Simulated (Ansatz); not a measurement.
# Tb3Au: the cost of one run

Computed with Ansatz 0.2.0 (DFT PBE, scalar-relativistic, plane waves, PAW; 4f electrons in the core of a trivalent norm-conserving potential, unless a step's input says otherwise).

## 1. Starting point

The structure is cubic, space group Fm-3m (No. 225). The conventional cell has a = 7.436 Å, b = 7.436 Å, c = 7.436 Å, α = 90.00°, β = 90.00°, γ = 90.00°. Around Tb (site symmetry -43m) lie 4 Tb at 3.22 Å and 4 Au at 3.22 Å. Tb (site symmetry m-3m) has 8 Tb at 3.22 Å in its first shell of neighbours. Au (site symmetry m-3m) has 8 Tb at 3.22 Å in its first shell of neighbours.

Coordinates:

```cif
data_structure
_symmetry_space_group_name_H-M 'Fm-3m'
_symmetry_Int_Tables_number 225
_cell_length_a 7.4365
_cell_length_b 7.4365
_cell_length_c 7.4365
_cell_angle_alpha 90.000
_cell_angle_beta 90.000
_cell_angle_gamma 90.000
_cell_volume 411.25
loop_
_atom_site_label
_atom_site_type_symbol
_atom_site_symmetry_multiplicity
_atom_site_Wyckoff_symbol
_atom_site_fract_x
_atom_site_fract_y
_atom_site_fract_z
_atom_site_occupancy
Tb1 Tb 8 c 0.25000 0.75000 0.75000 1
Tb2 Tb 4 a 0.00000 0.00000 0.00000 1
Au1 Au 4 b 0.50000 0.00000 0.00000 1
```

The cell is invented: random cell by space group and Wyckoff sites (Fm-3m, No. 225). The dimensions are guesses.

## 2. The guess as it stands, on a coarse mesh

Input file input.yaml:

```yaml
crystal:
  lattice:
    - [0.0, 3.7182388, 3.7182388]
    - [3.7182388, 0.0, 3.7182388]
    - [3.7182388, 3.7182388, 0.0]
  atoms:
    - { symbol: Tb, position: [0.25, 0.25, 0.25] }
    - { symbol: Tb, position: [0.75, 0.75, 0.75] }
    - { symbol: Tb, position: [0.0, 0.0, 0.0] }
    - { symbol: Au, position: [0.5, 0.5, 0.5] }
basis:
  ecutwfc: 690
kpoints:
  mp_grid: { grid: [4, 4, 4] }
hamiltonian:
  xc: pbe
  pseudopotentials:
    kind: paw
    azcp: { Tb: "pseudopotentials/pbe/nc/lanthanide_3plus/Tb.nc.azcp" }
scf:
  occupations: { method: gaussian, width: 0.1 }
  lower_state_search: "off"
output:
  forces: true
  stress: true
  eigenvalues: true
```

Launch:

```bash
ansatz run input.yaml --threads 1 --pin off --max-ram 2560MiB --backend cpu --events-out ev --progress --plain --runs-dir out
```

What time and memory should one allow on 1 thread of Arm Neoverse V1, shared host?

About 3.1 s, with a peak of 0.39 GiB.
